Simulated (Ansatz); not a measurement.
# H3N, F2H2, FH and more: harmonic vibrations, relaxing the atoms, batch of displaced points and batch of species, part 2 of 2

The task, for H3N, F2H2, FH and more: 15 runs in a chain (harmonic vibrations, relaxing the atoms, batch of displaced points and batch of species).

Ansatz 0.2.0; CCSD(T) on Hartree-Fock, Gaussian basis aug-cc-pVTZ, and further levels as typed in the inputs. The steps go on from the part before.

### Step 15. Batch of species: MP2 on Hartree-Fock, Gaussian basis aug-cc-pVTZ

It takes final geometries of earlier steps.

File input.yaml:

```yaml
basis:
  gaussian: { orbitals: aug-cc-pVTZ }
hamiltonian:
  xc: hf
correlation:
  method: mp2
batch:
  members: [HF.yaml, H2.yaml, F2.yaml, N2.yaml, NH3.yaml, H.yaml, F.yaml, N.yaml]
# H2.yaml, one of 8 members:
crystal:
  periodic: [false, false, false]
  atoms:
    - { symbol: H, position_ang: [0.0, 0.0, -0.00098999] }
    - { symbol: H, position_ang: [0.0, 0.0, 0.74198999] }
```

The run is started by

```console
ansatz run input.yaml --threads 4 --pin off --max-ram 14336MiB --backend cpu --events-out ev --progress --plain --runs-dir out
```

Standard output, cut to the lines that bear on the results:

```text
Warning: RAYON_NUM_THREADS=4 ignored (pool sized by the plan → 4); use --threads N
[...]
Functional definition: HF
[...]
Member 1: Total energy: -31.70131316 eV, -1.1650017708 hartree
Member 0: Total energy: -2730.41469448 eV, -100.3408892804 hartree
Member 5: Total energy: -13.60082707 eV, -0.4998211760 hartree
Member 3: Total energy: -2975.96130103 eV, -109.3645606337 hartree
Member 6: Total energy: -2710.58347877 eV, -99.6121055454 hartree
Member 7: Total energy: -1482.98373112 eV, -54.4986469163 hartree
Member 2: Total energy: -5422.97708873 eV, -199.2907321849 hartree
Member 4: Total energy: -1536.36904556 eV, -56.4605210359 hartree
```

It took 0.71 s on 4 threads of Intel Xeon Platinum 8488C (Sapphire Rapids), shared host; peak memory 0.23 GiB.

### Step 16. Batch of species: LDA, Gaussian basis def2-TZVPPD

It takes final geometries of earlier steps.

Changes to input.yaml since step 15:

```diff
@@ -1,7 +1,5 @@
 basis:
-  gaussian: { orbitals: aug-cc-pVTZ }
+  gaussian: { orbitals: def2-TZVPPD.json }
 hamiltonian:
-  xc: hf
-correlation:
-  method: mp2
+  xc: lda
 batch:
```

The run is started by

```console
ansatz run input.yaml --threads 4 --pin off --max-ram 14336MiB --backend cpu --events-out ev --progress --plain --runs-dir out
```

Standard output, cut to the lines that bear on the results:

```text
Warning: RAYON_NUM_THREADS=4 ignored (pool sized by the plan → 4); use --threads N
[...]
Functional definition: SPW92
[...]
Member 1: Total energy: -30.93327732 eV, -1.1367769740 hartree
Member 0: Total energy: -2716.84076888 eV, -99.8420567155 hartree
Member 5: Total energy: -13.01749423 eV, -0.4783840895 hartree
Member 2: Total energy: -5396.93709201 eV, -198.3337799562 hartree
Member 3: Total energy: -2957.53158821 eV, -108.6872811800 hartree
Member 4: Total energy: -1526.64186104 eV, -56.1030535980 hartree
Member 7: Total energy: -1472.96753125 eV, -54.1305583603 hartree
Member 6: Total energy: -2696.79564758 eV, -99.1054120949 hartree
```

It took 0.58 s on 4 threads of Intel Xeon Platinum 8488C (Sapphire Rapids), shared host; peak memory 0.14 GiB.

### Step 17. Batch of species: PBE, Gaussian basis def2-TZVPPD

It takes final geometries of earlier steps.

Changes to input.yaml since step 16:

```diff
@@ -3,3 +3,3 @@
 hamiltonian:
-  xc: lda
+  xc: pbe
 batch:
```

The run is started by

```console
ansatz run input.yaml --threads 4 --pin off --max-ram 14336MiB --backend cpu --events-out ev --progress --plain --runs-dir out
```

Standard output, cut to the lines that bear on the results:

```text
Warning: RAYON_NUM_THREADS=4 ignored (pool sized by the plan → 4); use --threads N
[...]
Functional definition: PBE
[...]
Member 1: Total energy: -31.73162587 eV, -1.1661157422 hartree
Member 0: Total energy: -2731.93020926 eV, -100.3965834216 hartree
Member 5: Total energy: -13.59523485 eV, -0.4996156654 hartree
Member 3: Total energy: -2978.35969374 eV, -109.4526999404 hartree
Member 2: Total energy: -5426.62263912 eV, -199.4247036906 hartree
Member 7: Total energy: -1483.89776394 eV, -54.5322370028 hartree
Member 4: Total energy: -1537.78858162 eV, -56.5126880241 hartree
Member 6: Total energy: -2712.17217707 eV, -99.6704891310 hartree
```

Run time: 1.2 s. Hardware: 4 threads of Intel Xeon Platinum 8488C (Sapphire Rapids), shared host; peak memory 0.14 GiB.

### Step 18. Batch of species: r2SCAN, Gaussian basis def2-TZVPPD

It takes final geometries of earlier steps.

Changes to input.yaml since step 17:

```diff
@@ -3,3 +3,3 @@
 hamiltonian:
-  xc: pbe
+  xc: r2scan
 batch:
```

The run is started by

```console
ansatz run input.yaml --threads 4 --pin off --max-ram 14336MiB --backend cpu --events-out ev --progress --plain --runs-dir out
```

Standard output, cut to the lines that bear on the results:

```text
Warning: RAYON_NUM_THREADS=4 ignored (pool sized by the plan → 4); use --threads N
[...]
Functional definition: r2SCAN
[...]
Member 1: Total energy: -31.87286033 eV, -1.1713060128 hartree
Member 0: Total energy: -2733.34944352 eV, -100.4487393185 hartree
Member 5: Total energy: -13.60369515 eV, -0.4999265757 hartree
Member 3: Total energy: -2979.97968238 eV, -109.5122334246 hartree
Member 6: Total energy: -2713.74912161 eV, -99.7284407740 hartree
Member 2: Total energy: -5429.16727078 eV, -199.5182171793 hartree
Member 4: Total energy: -1538.80022483 eV, -56.5498652263 hartree
Member 7: Total energy: -1485.22685364 eV, -54.5810801482 hartree
```

Wall time 1.1 s (4 threads of Intel Xeon Platinum 8488C (Sapphire Rapids), shared host); peak memory 0.16 GiB.

### Step 19. Batch of species: B3LYP, Gaussian basis def2-TZVPPD

It takes final geometries of earlier steps.

Changes to input.yaml since step 18:

```diff
@@ -3,3 +3,3 @@
 hamiltonian:
-  xc: r2scan
+  xc: { name: B3LYP }
 batch:
```

The run is started by

```console
ansatz run input.yaml --threads 4 --pin off --max-ram 14336MiB --backend cpu --events-out ev --progress --plain --runs-dir out
```

Standard output, cut to the lines that bear on the results:

```text
Warning: RAYON_NUM_THREADS=4 ignored (pool sized by the plan → 4); use --threads N
[...]
Functional definition: B3LYP
[...]
Member 1: Total energy: -32.11002293 eV, -1.1800215779 hartree
Member 0: Total energy: -2734.61372203 eV, -100.4952006967 hartree
Member 5: Total energy: -13.66431262 eV, -0.5021542268 hartree
Member 3: Total energy: -2981.64200399 eV, -109.5733226170 hartree
Member 6: Total energy: -2714.90984204 eV, -99.7710964628 hartree
Member 7: Total energy: -1485.85177728 eV, -54.6040456687 hartree
Member 2: Total energy: -5431.40440638 eV, -199.6004303962 hartree
Member 4: Total energy: -1539.89951970 eV, -56.5902635677 hartree
```

Run time: 0.93 s. Hardware: 4 threads of Intel Xeon Platinum 8488C (Sapphire Rapids), shared host; peak memory 0.17 GiB.

### Step 20. Batch of species: PBE0, Gaussian basis def2-TZVPPD

It takes final geometries of earlier steps.

Changes to input.yaml since step 19:

```diff
@@ -3,3 +3,3 @@
 hamiltonian:
-  xc: { name: B3LYP }
+  xc: pbe0
 batch:
```

The run is started by

```console
ansatz run input.yaml --threads 4 --pin off --max-ram 14336MiB --backend cpu --events-out ev --progress --plain --runs-dir out
```

Standard output, cut to the lines that bear on the results:

```text
Warning: RAYON_NUM_THREADS=4 ignored (pool sized by the plan → 4); use --threads N
[...]
Functional definition: PBE0
[...]
Member 1: Total energy: -31.79636478 eV, -1.1684948535 hartree
Member 0: Total energy: -2731.92128300 eV, -100.3962553874 hartree
Member 5: Total energy: -13.63389210 eV, -0.5010362932 hartree
Member 3: Total energy: -2978.18322391 eV, -109.4462147935 hartree
Member 6: Total energy: -2712.35010500 eV, -99.6770278617 hartree
Member 7: Total energy: -1484.21468210 eV, -54.5438835302 hartree
Member 4: Total energy: -1537.91231210 eV, -56.5172350351 hartree
Member 2: Total energy: -5426.17724756 eV, -199.4083358527 hartree
```

Wall time 0.54 s (4 threads of Intel Xeon Platinum 8488C (Sapphire Rapids), shared host); peak memory 0.18 GiB.

### Step 21. The runs side by side

The summary covers parts 1 to 2.

```
step  system                                                level  energy above the lowest (eV)  charge  2S+1 typed  ⟨S²⟩  dipole (D)  bond (Å)     time
   2     H3N  CCSD(T) on Hartree-Fock, Gaussian basis aug-cc-pVTZ                         0.000       0           1  0.00        1.52       n/a     60 s
   4    F2H2  CCSD(T) on Hartree-Fock, Gaussian basis aug-cc-pVTZ                         0.000       0           1  0.00        3.29       n/a  2.5 min
   5    F2H2  CCSD(T) on Hartree-Fock, Gaussian basis aug-cc-pVTZ                         0.000       0           1  0.00        3.29       n/a    5 min
   7      FH  CCSD(T) on Hartree-Fock, Gaussian basis aug-cc-pVTZ                           n/a       0           1  0.00        1.80     0.921    4.3 s
   8      H2  CCSD(T) on Hartree-Fock, Gaussian basis aug-cc-pVTZ                           n/a       0           1  0.00        0.00     0.743   0.65 s
   9      F2  CCSD(T) on Hartree-Fock, Gaussian basis aug-cc-pVTZ                           n/a       0           1  0.00        0.00     1.418     23 s
  10      N2  CCSD(T) on Hartree-Fock, Gaussian basis aug-cc-pVTZ                           n/a       0           1  0.00        0.00     1.104     14 s
  11     H3N  CCSD(T) on Hartree-Fock, Gaussian basis aug-cc-pVTZ                         0.000       0           1  0.00        1.52       n/a    5 min
```

Energies compare only among runs of one formula, size, charge, level and basis; each such set counts from its lowest member.

```
                     quantity              value
harmonic frequencies (step 2)  1063 to 3593 cm⁻¹
   zero-point energy (step 2)           0.933 eV
harmonic frequencies (step 5)   161 to 4088 cm⁻¹
   zero-point energy (step 5)           0.590 eV
```

In words: In step 2 all modes are real: a minimum. In step 5 all modes are real: a minimum.
